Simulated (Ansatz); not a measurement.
# C2H3Al2Cl: the cost of one run

All numbers are computed with Ansatz 0.2.0 through its Python package. Level of theory: B3LYP/def2-SVP.

### Step 1. The structure

Bond lengths: C1–C2 1.209 Å, C2–Al3 1.953 Å, Al3–Al4 2.456 Å, Al3–Cl5 2.213 Å, C1–H6 1.065 Å, Al4–H7 1.595 Å, Al4–H8 1.597 Å. Angles: C1–C2–Al3 177.5°, C2–C1–H6 172.6°, C2–Al3–Al4 119.7°, C2–Al3–Cl5 120.2°, Al4–Al3–Cl5 119.9°, Al3–Al4–H7 120.5°, Al3–Al4–H8 119.9°, H7–Al4–H8 119.2°.

c2h3al2cl.xyz, read by the script:

```xyz
8

C     0.29150    1.43220    2.35410
C     0.19580    1.11980    1.19050
Al    0.09650    0.55230   -0.67510
Al   -0.28730   -1.81410   -1.21030
Cl    0.48680    2.00230   -2.30110
H     0.28110    1.80420    3.35170
H    -0.39290   -2.29510   -2.72720
H    -0.57930   -2.85870   -0.03850
```

### Step 2. Script

File opt.py:

```python
"""Minimum-energy structure of C2H3Al2Cl."""

import argparse
import itertools

import ansatz as az
from ase.data import atomic_numbers, covalent_radii
import numpy as np

parser = argparse.ArgumentParser(description="Minimum-energy structure of C2H3Al2Cl.")
parser.add_argument("--basis", required=True, help="Gaussian basis set")
parser.add_argument("--functional", required=True, help="exchange-correlation functional")
args = parser.parse_args()


def main() -> None:
    system = az.Crystal.molecule_from_extxyz("c2h3al2cl.xyz")

    job = (
        system.calculation()
        .basis(gaussian=args.basis)
        .functional(args.functional)
        .accuracy("medium")
        .scf(lower_state_search="off")
    )
    symbols = [site.symbol for site in system.cartesian_sites]
    start = np.array([site.position_ang for site in system.cartesian_sites], dtype=float)
    r = job.relax(force_tolerance=0.005, max_steps=100).run(threads=1, pin="off").report
    end = np.array(r["positions_ang"])

    print("reference energy %16.6f eV" % r["reference_energy_ev"])
    print("total energy     %16.6f eV" % r["free_energy_ev"])
    print("occupied orbitals outside the frozen core (up, down):", r["n_occupied"], " frozen:", r["n_frozen"], " virtual:", r["n_virtual"])

    # pairs closer than 1.2 times the sum of covalent radii, before or after
    radius = [covalent_radii[atomic_numbers[s]] for s in symbols]
    span = lambda where, i, j: np.linalg.norm(where[i] - where[j])
    bonded = [(i, j) for i, j in itertools.combinations(range(len(symbols)), 2) if min(span(start, i, j), span(end, i, j)) < 1.2 * (radius[i] + radius[j])]
    print("pair        before    after (A)")
    for i, j in bonded:
        print(f"{symbols[i]}{i}-{symbols[j]}{j}".ljust(10), f"{span(start, i, j):8.4f} {span(end, i, j):8.4f}")


if __name__ == "__main__":
    main()
```

### Step 3. The calls as engine input

The package turns the script's settings into the engine's input:

```yaml
crystal:
  periodic: [false, false, false]
  atoms:
    - { symbol: C, position_ang: [0.2915, 1.4322, 2.3541] }
    - { symbol: C, position_ang: [0.1958, 1.1198, 1.1905] }
    - { symbol: Al, position_ang: [0.0965, 0.5523, -0.6751] }
    - { symbol: Al, position_ang: [-0.2873, -1.8141, -1.2103] }
    - { symbol: Cl, position_ang: [0.4868, 2.0023, -2.3011] }
    - { symbol: H, position_ang: [0.2811, 1.8042, 3.3517] }
    - { symbol: H, position_ang: [-0.3929, -2.2951, -2.7272] }
    - { symbol: H, position_ang: [-0.5793, -2.8587, -0.0385] }
accuracy: medium
basis:
  gaussian:
    orbitals: def2-SVP
hamiltonian:
  xc: b3lyp
scf:
  lower_state_search: "off"
relax:
  f_tol: 0.005
  max_steps: 100
```

### Step 4. Launch

Started as:

```sh
$ python opt.py --basis def2-SVP --functional B3LYP
```

Q: Estimate wall time and peak memory on 1 thread of Arm Neoverse V2, shared host.

About 21 s, with a peak of 0.25 GiB.
